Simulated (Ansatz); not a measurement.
**Orthosilicic acid (SiH₄O₄): a ladder of functionals and wavefunction methods**

One table from this session's results is given with a row withheld; the runs are named, their logs left out.

Method: functionals in def2-TZVPP, the program's frozen cores in correlated methods; program: Ansatz 0.2.0, Gaussian basis.

The runs, in order: LDA (SPW92), PBE-D4, revPBE-D4, BLYP-D4, r2SCAN-D4, B97M-V, PBE0-D4, B3LYP-D4, r2SCANh-D4, r2SCAN0-D4, HSE06-D4, BHLYP-D4, CAM-B3LYP-D4, LC-ωPBE, ωB97X-V, ωB97M-V, B2PLYP, PBE-QIDH; CCSD(T)/def2-SVP; CCSD(T)/def2-TZVPP; CCSD(T)/def2-QZVPP; extrapolation to the limit; RPA on PBE.

## Structure used throughout

All runs share one geometry, relaxed beforehand with PBE0-D4 in a triple-zeta def2 set.

SMILES `O[Si](O)(O)O`, 9 atoms, charge 0, spin multiplicity 1.

Atoms are counted from 1 here; the program's logs count them from 0.

Bond lengths: O1–Si2 1.631 Å, O1–H6 0.958 Å, Si2–O3 1.631 Å, Si2–O4 1.631 Å, Si2–O5 1.631 Å, O3–H7 0.958 Å, O4–H8 0.958 Å, O5–H9 0.958 Å. Angles: Si2–O1–H6 116.6°, O1–Si2–O3 106.4°, O1–Si2–O4 115.8°, O1–Si2–O5 106.4°, O3–Si2–O4 106.4°, O3–Si2–O5 115.8°, O4–Si2–O5 106.4°, Si2–O3–H7 116.6°, Si2–O4–H8 116.6°, Si2–O5–H9 116.6°.

Set-up of the first run:

in.yaml reads:

```yaml
crystal:
  periodic: [false, false, false]
  atoms:
    - {symbol: O, position_ang: [-0.969063, 0.776327, -1.057561]}
    - {symbol: Si, position_ang: [-0.000026, -0.000002, -0.000043]}
    - {symbol: O, position_ang: [1.527557, 0.433665, -0.372193]}
    - {symbol: O, position_ang: [-0.043146, -1.629307, -0.059865]}
    - {symbol: O, position_ang: [-0.515439, 0.419344, 1.489445]}
    - {symbol: H, position_ang: [-0.639600, 0.869499, -1.952410]}
    - {symbol: H, position_ang: [2.226326, -0.134855, -0.045880]}
    - {symbol: H, position_ang: [-0.768247, -2.056200, 0.398349]}
    - {symbol: H, position_ang: [-0.818362, 1.321538, 1.600168]}
basis:
  gaussian: {orbitals: def2-TZVPP}
hamiltonian: {xc: lda}
output: {orbitals: {seedname: orbitals}}
```

The run is started by

```bash
ansatz run in.yaml --threads 2 --pin off --events-out ev --progress --plain --max-ram 32768MiB --backend cpu
```

Among the steps run: LDA; PBE-D4 (GGA); revPBE-D4 (GGA); BLYP-D4 (GGA); r2SCAN-D4 (meta-GGA); B97M-V (meta-GGA); B3LYP-D4 (hybrid); r2SCANh-D4 (hybrid); r2SCAN0-D4 (hybrid); HSE06-D4 (hybrid); BHLYP-D4 (hybrid); CAM-B3LYP-D4 (range-separated); LC-ωPBE (range-separated); ωB97X-V (range-separated); ωB97M-V (range-separated); B2PLYP (double hybrid); PBE-QIDH (double hybrid).

One of the session's tables, all rows but one given; the rest of the session is left out.

It belongs to the step «Frontier levels by functional». 

```
  functional  HOMO (eV)  LUMO (eV)  gap (eV)
 LDA (SPW92)      -7.54      -0.59      6.95
      PBE-D4      -7.34      -0.43      6.91
   revPBE-D4      -7.26      -0.34      6.92
     BLYP-D4      -7.25      -0.49      6.75
   r2SCAN-D4      -7.75       0.26      8.01
      B97M-V      -7.83      -0.16      7.67
     PBE0-D4      -9.12       0.47      9.58
    B3LYP-D4      -8.84       0.06      8.90
  r2SCANh-D4      -8.41       0.53      8.95
  r2SCAN0-D4      -9.42       0.92     10.33
    HSE06-D4      -8.71       0.10      8.80
    BHLYP-D4     -10.85       1.10     11.95
CAM-B3LYP-D4          ?          ?         ?
     LC-ωPBE     -12.03       2.62     14.64
     ωB97X-V     -11.66       2.38     14.05
     ωB97M-V     -11.59       1.94     13.53
```

Q: Estimate the row for CAM-B3LYP-D4 from the others.

As computed: HOMO (eV): -10.65; LUMO (eV): 1.21; gap (eV): 11.86. In the column «HOMO (eV)» it lies between BHLYP-D4 (-10.85) and r2SCAN0-D4 (-9.42).
